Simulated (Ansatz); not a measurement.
**Sb (hcp type): a single-point run**

Wanted: a converged single-point run for Sb (hcp type), and a check of what comes out. The structure is shown as the input types it.

Computed with Ansatz 0.2.0 (DFT, LDA, PAW with Ansatz's default frozen-core files, scalar-relativistic, unless a step's input says otherwise).

1 further run of the same task is left out (it didn't finish). Runs told in other sessions of the task aren't counted.

**1. Starting point**

Symmetry: P6_3/mmc, No. 194, hexagonal system. Conventional cell: a = 3.167 Å, b = 3.167 Å, c = 5.203 Å, α = 90.00°, β = 90.00°, γ = 120.00°. Around Sb (site symmetry -6m2) lie 12 Sb at 3.17 to 3.18 Å.

Coordinates:

```cif
data_structure
_symmetry_space_group_name_H-M 'P6_3/mmc'
_symmetry_Int_Tables_number 194
_cell_length_a 3.1667
_cell_length_b 3.1667
_cell_length_c 5.2033
_cell_angle_alpha 90.000
_cell_angle_beta 90.000
_cell_angle_gamma 120.000
_cell_volume 45.19
loop_
_atom_site_label
_atom_site_type_symbol
_atom_site_symmetry_multiplicity
_atom_site_Wyckoff_symbol
_atom_site_fract_x
_atom_site_fract_y
_atom_site_fract_z
_atom_site_occupancy
Sb1 Sb 2 c 0.33333 0.66667 0.25000 1
```

**2. The run**

The input, input.yaml:

```yaml
crystal:
  lattice:
    - [3.1667352424, 0.0, 0.0]
    - [-1.5833676212, 2.7424731669, 0.0]
    - [0.0, 0.0, 5.2033119504]
  atoms:
    - { symbol: Sb, position: [0.3333333333, 0.6666666667, 0.25] }
    - { symbol: Sb, position: [0.6666666667, 0.3333333333, 0.75] }
kpoints:
  mp_grid: { grid: [14, 14, 8] }
  band_path:
    path:
      - [0.0, 0.0, 0.0]
      - [0.5, 0.0, 0.0]
      - [0.3333333333, 0.3333333333, 0.0]
      - [0.0, 0.0, 0.0]
      - [0.0, 0.0, 0.5]
      - [0.5, 0.0, 0.5]
      - [0.3333333333, 0.3333333333, 0.5]
      - [0.0, 0.0, 0.5]
      - [0.5, 0.0, 0.5]
    npoints: 8
scf:
  occupations: { method: fermi_dirac, width: 0.05 }
  max_iter: 60
hamiltonian:
  xc: lda
  pseudopotentials: { kind: paw }
output:
  forces: true
  stress: true
  eigenvalues: true
  populations: true
basis:
  ecutwfc: "120 eV"
```

Started as:

```console
ansatz run input.yaml --threads 1 --pin off --max-ram 2048MiB --backend cpu --events-out ev --progress --plain --runs-dir out
```

**Question.** How will this run end, and is anything wrong with its input?

The program finished normally, with warnings (cutoff below recommended). It gives a pressure of -124 GPa, which is large.

Look at the input: basis.ecutwfc is 120 eV. With so few plane waves the basis is incomplete by a wide margin. The potentials' recommended cutoff is 420 eV.

Run again and compare: delete basis.ecutwfc (the default then holds).
